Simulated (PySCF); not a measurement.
**A diatomic session: TeP**

One table from this session's results is given with a row withheld; the runs are named, their logs left out.

Program: PySCF 2.14.0. Level of theory: Te def2-SVPD with ECP28, P def2-SVPD, scalar-relativistic core potentials. These are calculated values, not measurements.

Set-up of the first run:

The job is set up so:

```yaml
atoms: Te, P
charge: 0
basis: Te def2-SVPD with ECP28, P def2-SVPD
Hamiltonian: scalar-relativistic core potentials
basis_functions: 59
electrons_treated: 39
masses_in_u: 129.9062, 30.9738
levels: PBE0, PBE, r²SCAN, M06-L, TPSS, BLYP, ωB97X, HF, MP2, SCS-MP2
grid: 80 radial by 434 angular points
occupations: held fixed by the projection of orbital angular momentum
dissociation_limit: Te + P, each in its ground configuration
starting_distance_in_angstrom: 2.385
values_of_2S_to_try: 1, 3, 5
```

Launch:

```
OMP_NUM_THREADS=1 python dia.py task.json out
```

Among the steps run: Set-up; PBE0 along the bond; Higher solutions at PBE0; PBE (GGA); r²SCAN; M06-L; TPSS (meta-GGA); BLYP (GGA); ωB97X; UHF (mean field).

One of the session's tables, all rows but one given; the rest of the session is left out.

Energy (eV) from each level's lowest point:

```
R (Å)    UHF  UHF-MP2  UHF-SCS-MP2    PBE   BLYP
1.942  1.564    1.867        1.871  1.830  1.978
2.032  0.606    1.065        1.074  0.850  0.959
2.123  0.166    0.304        0.307  0.296  0.366
2.190  0.016    0.080        0.082  0.083  0.125
2.258  0.000    0.000        0.000  0.000  0.013
2.326  0.085    0.025        0.021  0.015  0.000
2.416  0.310    0.173        0.162  0.146  0.095
2.529      ?        ?            ?      ?      ?
2.664  1.278    0.935        0.903  0.838  0.713
2.845  2.041    1.855        1.802  1.387  1.246
```

**Question.** Estimate the row for R (Å) = 2.529.

Worked estimate for «UHF». A straight line through the neighbours (2.416, 0.310) and (2.664, 1.278) gives 0.310 + (1.278 − 0.310) × (2.529 − 2.416) / (2.664 − 2.416) = 0.751; a parabola fitted to 4 rows on both sides gives 0.735.

The run gave: UHF: 0.709; UHF-MP2: 0.472; UHF-SCS-MP2: 0.452; PBE: 0.426; BLYP: 0.333. In «UHF» the line misses by +0.042 and the parabola by +0.026.

State 2 has its PBE0 minimum 1.20 eV higher. The other levels ran on the lowest alone.
